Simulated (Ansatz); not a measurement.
**Molecular dynamics of Ta**

The input (input.yaml):

```yaml
accuracy: low
crystal:
  lattice:
    - [6.935705, 0.0, 0.0]
    - [0.0, 6.935705, 0.0]
    - [0.0, 0.0, 6.935705]
  atoms:
    - { symbol: Ta, position: [-0.00569457, 0.02221887, -0.06882635] }
    - { symbol: Ta, position: [0.50952701, -0.00938925, -0.02317918] }
    - { symbol: Ta, position: [0.01659087, 0.45265101, 0.03136298] }
    - { symbol: Ta, position: [-0.0074166, 0.00595892, 0.51878823] }
    - { symbol: Ta, position: [0.21548885, 0.24684397, 0.23858737] }
    - { symbol: Ta, position: [0.54254332, 0.52123007, -0.02579625] }
    - { symbol: Ta, position: [0.51295431, 0.05521385, 0.47794254] }
    - { symbol: Ta, position: [0.73043242, 0.29383441, 0.22617627] }
    - { symbol: Ta, position: [-0.03398919, 0.53900188, 0.49055847] }
    - { symbol: Ta, position: [0.27124172, 0.7750403, 0.19359581] }
    - { symbol: Ta, position: [0.22924786, 0.27334398, 0.72925481] }
    - { symbol: Ta, position: [0.44280097, 0.56539679, 0.5218861] }
    - { symbol: Ta, position: [0.78272552, 0.76754896, 0.19062121] }
    - { symbol: Ta, position: [0.70971037, 0.32424009, 0.70765962] }
    - { symbol: Ta, position: [0.17802285, 0.69500241, 0.79117747] }
    - { symbol: Ta, position: [0.76841084, 0.78638826, 0.70396312] }
basis:
  ecutwfc: 420.0
kpoints:
  mp_grid: { grid: [2, 2, 2] }
hamiltonian:
  xc: pbesol
scf:
  occupations: { method: fermi_dirac, width: 0.3 }
  lower_state_search: "off"
md:
  timestep: 2.25
  n_steps: 289
  ensemble: nvt_langevin
  temperature: 2800.0
  initial_velocities: maxwell_boltzmann
  seed: 69227
  friction: 0.02
  temperature_schedule:
    - { n_steps: 217, end_temperature: 300.0 }
    - { n_steps: 72, end_temperature: 300.0 }
```

Launched with:

```bash
$ ansatz run input.yaml --threads 2 --pin off --max-ram 5120MiB --backend cpu --events-out ev --progress --plain --runs-dir out
```

It goes on from the last frame of an earlier run, with new velocities.

Output, in part (step lines):

```
md step     0: t =     0.00 fs  T =  2625.0 K (target 2800.0 K)  F+E_penalty+E_count = -156896.72064848 eV  E_kin = 5.428920 eV  (7 SCF iters)
md step     1: t =     2.25 fs  T =  2741.0 K (target 2794.2 K)  F+E_penalty+E_count = -156896.81817707 eV  E_kin = 5.668797 eV  (6 SCF iters)
md step     2: t =     4.50 fs  T =  2954.2 K (target 2782.7 K)  F+E_penalty+E_count = -156896.90734476 eV  E_kin = 6.109783 eV  (6 SCF iters)
md step     3: t =     6.75 fs  T =  3395.6 K (target 2771.2 K)  F+E_penalty+E_count = -156896.94950204 eV  E_kin = 7.022653 eV  (6 SCF iters)
md step     4: t =     9.00 fs  T =  3510.9 K (target 2759.7 K)  F+E_penalty+E_count = -156896.95862424 eV  E_kin = 7.261083 eV  (6 SCF iters)
md step     5: t =    11.25 fs  T =  3450.9 K (target 2748.2 K)  F+E_penalty+E_count = -156896.95178089 eV  E_kin = 7.136998 eV  (6 SCF iters)
md step     6: t =    13.50 fs  T =  2987.5 K (target 2736.6 K)  F+E_penalty+E_count = -156896.91916184 eV  E_kin = 6.178619 eV  (5 SCF iters)
md step     7: t =    15.75 fs  T =  2778.0 K (target 2725.1 K)  F+E_penalty+E_count = -156896.88441517 eV  E_kin = 5.745277 eV  (6 SCF iters)
[... lines left out ...]
md step   288: t =   648.00 fs  T =   342.9 K (target 300.0 K)  F+E_penalty+E_count = -156902.83718708 eV  E_kin = 0.709137 eV  (5 SCF iters)
md step   289: t =   650.25 fs  T =   351.4 K (target 300.0 K)  F+E_penalty+E_count = -156902.83910530 eV  E_kin = 0.726810 eV  (6 SCF iters)
```

The steps, from the saved trajectory:

```json
{"time (fs)": "0.0", "T (K)": "2625", "potential energy less start (eV)": "0.000"}
{"time (fs)": "20.2", "T (K)": "2633", "potential energy less start (eV)": "-0.112"}
{"time (fs)": "40.5", "T (K)": "2689", "potential energy less start (eV)": "-0.296"}
{"time (fs)": "60.8", "T (K)": "3116", "potential energy less start (eV)": "-0.329"}
{"time (fs)": "81.0", "T (K)": "2955", "potential energy less start (eV)": "-0.218"}
{"time (fs)": "101.2", "T (K)": "2685", "potential energy less start (eV)": "-0.213"}
{"time (fs)": "121.5", "T (K)": "2791", "potential energy less start (eV)": "-0.032"}
{"time (fs)": "141.8", "T (K)": "1717", "potential energy less start (eV)": "-0.374"}
{"time (fs)": "162.0", "T (K)": "2402", "potential energy less start (eV)": "-1.475"}
{"time (fs)": "182.2", "T (K)": "2264", "potential energy less start (eV)": "-2.319"}
{"time (fs)": "202.5", "T (K)": "2076", "potential energy less start (eV)": "-2.656"}
{"time (fs)": "222.8", "T (K)": "1298", "potential energy less start (eV)": "-2.890"}
{"time (fs)": "243.0", "T (K)": "1557", "potential energy less start (eV)": "-3.438"}
{"time (fs)": "263.2", "T (K)": "2246", "potential energy less start (eV)": "-3.374"}
{"time (fs)": "283.5", "T (K)": "1404", "potential energy less start (eV)": "-2.585"}
{"time (fs)": "303.8", "T (K)": "800", "potential energy less start (eV)": "-1.932"}
{"time (fs)": "324.0", "T (K)": "1084", "potential energy less start (eV)": "-2.520"}
{"time (fs)": "344.2", "T (K)": "1650", "potential energy less start (eV)": "-3.584"}
{"time (fs)": "364.5", "T (K)": "1035", "potential energy less start (eV)": "-4.088"}
{"time (fs)": "384.8", "T (K)": "831", "potential energy less start (eV)": "-4.305"}
{"time (fs)": "405.0", "T (K)": "735", "potential energy less start (eV)": "-4.589"}
{"time (fs)": "425.2", "T (K)": "822", "potential energy less start (eV)": "-4.739"}
{"time (fs)": "445.5", "T (K)": "661", "potential energy less start (eV)": "-5.021"}
{"time (fs)": "465.8", "T (K)": "646", "potential energy less start (eV)": "-5.280"}
{"time (fs)": "486.0", "T (K)": "494", "potential energy less start (eV)": "-5.523"}
{"time (fs)": "506.2", "T (K)": "524", "potential energy less start (eV)": "-5.691"}
{"time (fs)": "526.5", "T (K)": "440", "potential energy less start (eV)": "-5.741"}
{"time (fs)": "546.8", "T (K)": "343", "potential energy less start (eV)": "-5.672"}
{"time (fs)": "567.0", "T (K)": "364", "potential energy less start (eV)": "-5.738"}
{"time (fs)": "587.2", "T (K)": "309", "potential energy less start (eV)": "-5.854"}
{"time (fs)": "607.5", "T (K)": "243", "potential energy less start (eV)": "-5.908"}
{"time (fs)": "627.8", "T (K)": "297", "potential energy less start (eV)": "-6.031"}
{"time (fs)": "648.0", "T (K)": "343", "potential energy less start (eV)": "-6.117"}
```

The run went to its last step. The schedule's set-point averaged 509 K over the second half and the system 633 K, so it lags behind the ramp. A run of 0.65 ps of so small a system gives no equilibrium averages. Limits of this set-up: coarse k mesh, low accuracy level.

Mean squared displacements from the first frame to the last, about the centre of mass: Ta 0.16 Å².

Last frame:

```xyz
16
Lattice="6.9357 0.0000 0.0000 0.0000 6.9357 0.0000 0.0000 0.0000 6.9357" Properties=species:S:1:pos:R:3
Ta 0.261 -0.035 0.081
Ta 3.635 -0.015 0.071
Ta 0.196 3.537 0.036
Ta 0.166 0.080 3.524
Ta 1.865 1.910 1.742
Ta 3.609 3.412 0.045
Ta 3.611 0.120 3.467
Ta 5.433 1.860 1.835
Ta 0.158 3.658 3.491
Ta 1.887 5.237 1.684
Ta 1.953 1.773 5.247
Ta 3.612 3.562 3.475
Ta 5.245 5.208 1.852
Ta 5.361 1.765 5.264
Ta 1.789 5.279 5.356
Ta 5.429 5.224 5.307
```

Time of the run: 16 min on 2 CPU threads of a shared host.
